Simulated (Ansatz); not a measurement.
# AlF3H6OSi2: up Jacob's ladder to CCSD(T)

The task here is to estimate one member of a computed series from the others.

The runs use Ansatz 0.2.0, Gaussian basis; functionals in def2-TZVPP, the program's frozen cores in correlated methods.

Levels to be run: LDA (SPW92), PBE-D4, revPBE-D4, BLYP-D4, r2SCAN-D4, B97M-V, PBE0-D4, B3LYP-D4, r2SCANh-D4, r2SCAN0-D4, HSE06-D4, BHLYP-D4, CAM-B3LYP-D4, LC-ωPBE, ωB97X-V, ωB97M-V, B2PLYP, PBE-QIDH; CCSD(T)/def2-SVP; MP2/def2-TZVPP; MP2/def2-QZVPP; RPA on PBE.

## The relaxed structure

All runs share one geometry, relaxed beforehand with PBE0-D4 in a triple-zeta def2 set.

13 atoms, charge 0, spin multiplicity 1.

Atoms are counted from 1 here; the program's logs count them from 0.

Bond lengths: F1–Al2 1.650 Å, Al2–F3 1.663 Å, Al2–F4 1.650 Å, Al2–O5 1.901 Å, O5–Si6 1.715 Å, O5–Si7 1.706 Å, Si6–H8 1.472 Å, Si6–H9 1.486 Å, Si6–H10 1.472 Å, Si7–H11 1.474 Å, Si7–H12 1.479 Å, Si7–H13 1.479 Å. Angles: F1–Al2–F3 117.3°, F1–Al2–F4 116.3°, F1–Al2–O5 103.1°, F3–Al2–F4 117.3°, F3–Al2–O5 94.3°, F4–Al2–O5 103.1°, Al2–O5–Si6 116.3°, Al2–O5–Si7 120.0°, Si6–O5–Si7 123.7°, O5–Si6–H8 108.9°, O5–Si6–H9 102.3°, O5–Si6–H10 108.9°, H8–Si6–H9 110.7°, H8–Si6–H10 114.7°, H9–Si6–H10 110.7°, O5–Si7–H11 105.3°, O5–Si7–H12 107.3°, O5–Si7–H13 107.3° and more.

Set-up of the first run:

in.yaml

```yaml
crystal:
  periodic: [false, false, false]
  atoms:
    - {symbol: F, position_ang: [-1.929943, -1.947842, -0.217150]}
    - {symbol: Al, position_ang: [-1.522118, -0.510279, -0.917820]}
    - {symbol: F, position_ang: [-2.380826, 0.835616, -0.451150]}
    - {symbol: F, position_ang: [-1.017118, -0.578947, -2.487562]}
    - {symbol: O, position_ang: [0.053964, -0.007444, 0.018951]}
    - {symbol: Si, position_ang: [-0.015206, 1.472573, 0.883238]}
    - {symbol: Si, position_ang: [1.432328, -1.010968, -0.030869]}
    - {symbol: H, position_ang: [-0.231850, 2.572498, -0.071306]}
    - {symbol: H, position_ang: [1.343849, 1.554516, 1.478266]}
    - {symbol: H, position_ang: [-1.037644, 1.361866, 1.936959]}
    - {symbol: H, position_ang: [1.049018, -2.157411, -0.873951]}
    - {symbol: H, position_ang: [1.741562, -1.402847, 1.360823]}
    - {symbol: H, position_ang: [2.534384, -0.216033, -0.613627]}
basis:
  gaussian: {orbitals: def2-TZVPP}
hamiltonian: {xc: lda}
output: {orbitals: {seedname: orbitals}}
```

Command:

```
> ansatz run in.yaml --threads 4 --pin off --events-out ev --progress --plain --max-ram 11315MiB
```

Steps of the session up to this table: LDA; PBE-D4 (GGA); revPBE-D4 (GGA); BLYP-D4 (GGA); r2SCAN-D4 (meta-GGA); B97M-V (meta-GGA); PBE0-D4 (hybrid); B3LYP-D4 (hybrid); r2SCANh-D4 (hybrid); r2SCAN0-D4 (hybrid); HSE06-D4 (hybrid); BHLYP-D4 (hybrid); CAM-B3LYP-D4 (range-separated); LC-ωPBE (range-separated); ωB97X-V (range-separated); ωB97M-V (range-separated); B2PLYP (double hybrid); PBE-QIDH (double hybrid).

One of the session's tables, all rows but one given; the rest of the session is left out.

It belongs to the step «Orbital energies across the functionals». 

```
  functional  HOMO (eV)  LUMO (eV)  gap (eV)
 LDA (SPW92)      -8.62      -2.56      6.06
      PBE-D4      -8.47      -2.26      6.21
   revPBE-D4      -8.38      -2.12      6.26
     BLYP-D4      -8.40      -2.08      6.33
   r2SCAN-D4      -8.92      -1.91      7.02
      B97M-V      -9.05      -2.14      6.92
     PBE0-D4     -10.08      -1.37      8.70
    B3LYP-D4      -9.87      -1.55      8.32
  r2SCANh-D4      -9.52      -1.61      7.91
  r2SCAN0-D4     -10.35      -1.17      9.18
    HSE06-D4          ?          ?         ?
    BHLYP-D4     -11.51      -0.42     11.09
CAM-B3LYP-D4     -11.52      -0.32     11.20
     LC-ωPBE     -12.87       0.85     13.72
     ωB97X-V     -12.55       0.71     13.26
     ωB97M-V     -12.38       0.41     12.79
```

Q: Estimate the row for HSE06-D4 from the others.

The run gave: HOMO (eV): -9.67; LUMO (eV): -1.75; gap (eV): 7.92. In the column «HOMO (eV)» it lies between B3LYP-D4 (-9.87) and r2SCANh-D4 (-9.52).
